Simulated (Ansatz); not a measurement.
This script makes a comparison of norm-conserving and PAW potentials of YHg, space group Pm-3m with Ansatz's Python interface.

`yhg_nc_paw.py`:
```python
"""Two kinds of potentials on YHg."""

import ansatz as az
import numpy as np


def count_gap(report):
    # lowest empty less highest filled band, counting bands; zero where they overlap
    return max(report.get("gap_by_band_count_ev") or 0.0, 0.0)

vectors = np.array([
    [3.68, 0.0, 0.0],
    [0.0, 3.68, 0.0],
    [0.0, 0.0, 3.68],
])
cell = (
    az.Lattice.of(vectors)
    .atom("Y", (0.5, 0.5, 0.5))
    .atom("Hg", (0.0, 0.0, 0.0))
)

calc = (
    cell.calculation()
    .kpoints(8, 8, 8)  # the mesh must be finer for metals
    .occupations("fermi_dirac")
    .functional("lda")
    .stress()
    .forces()  # minus the gradient of the free energy
    .band_table()  # levels at the mesh points
)
variants = {
    "PAW": calc.pseudopotentials("paw"),
    "norm-conserving": calc.pseudopotentials("nc"),
}
# totals differ by the cores that each treatment holds, so compare what does not depend on them
rows = []
for label, variant in variants.items():
    rep = variant.run(threads=1, backend="cpu").report
    levels = np.array(rep["eigenvalues_ev"][0]) - rep["fermi_energy_ev"]
    print(label, "levels at the first k-point near E_F:", np.round(levels[np.abs(levels) < 5], 3))
    rows.append((label, rep["n_electrons"], np.trace(rep["stress_gpa"]) / 3, count_gap(rep)))
for row in rows:
    print("; ".join(f"{name} = {round(v, 4) if isinstance(v, float) else v}" for name, v in zip(["treatment", "electrons in bands", "P GPa", "gap by band count eV"], row)))
```

How well do the two treatments of the cores agree on the pressure?

PAW gives -3.347 GPa and norm-conserving -3.387 GPa, 0.040 GPa apart. They took 1.2 and 3.6 s of processor time.

The run itself:

```console
$ python yhg_nc_paw.py
DeckWarning: basis.ecutwfc = 420 eV, auto-derived from the records' recommended cutoffs: set by Y (normal level)
PAW levels at the first k-point near E_F: [0.276 0.276 3.826 3.826 3.826 4.438]
DeckWarning: basis.ecutwfc = 979.609905 eV, auto-derived from the records' recommended cutoffs: set by Y (normal level)
norm-conserving levels at the first k-point near E_F: [0.277 0.277 3.827 3.827 3.827 4.443]
treatment = PAW; electrons in bands = 31.0; P GPa = -3.3471; gap by band count eV = 0.0
treatment = norm-conserving; electrons in bands = 31.0; P GPa = -3.3869; gap by band count eV = 0.0
```
(Warnings from the package without file and line.)

Notes:
- The computed bands are complete only to about 3.5 eV above the Fermi level.
- For a metal this k-point mesh is coarse: on a finer one energies can move by several to tens of meV an atom and pressures by half a GPa or more, differences at one mesh by less.
- A gap by band count of zero or less means overlapping bands, a metal, and at an odd count of electrons it is no gap at all.
- The structure is a deposited one; some such entries were measured under pressure or heat, so a shift against it needn't be the functional's error alone.
- Levels are Kohn-Sham eigenvalues on this mesh, without spin-orbit coupling.
- Stress is positive in compression.
- Finished in 5.7 s on 1 thread of Intel(R) Xeon(R) Processor @ 2.30GHz, on a shared host, peak memory 0.56 GiB.
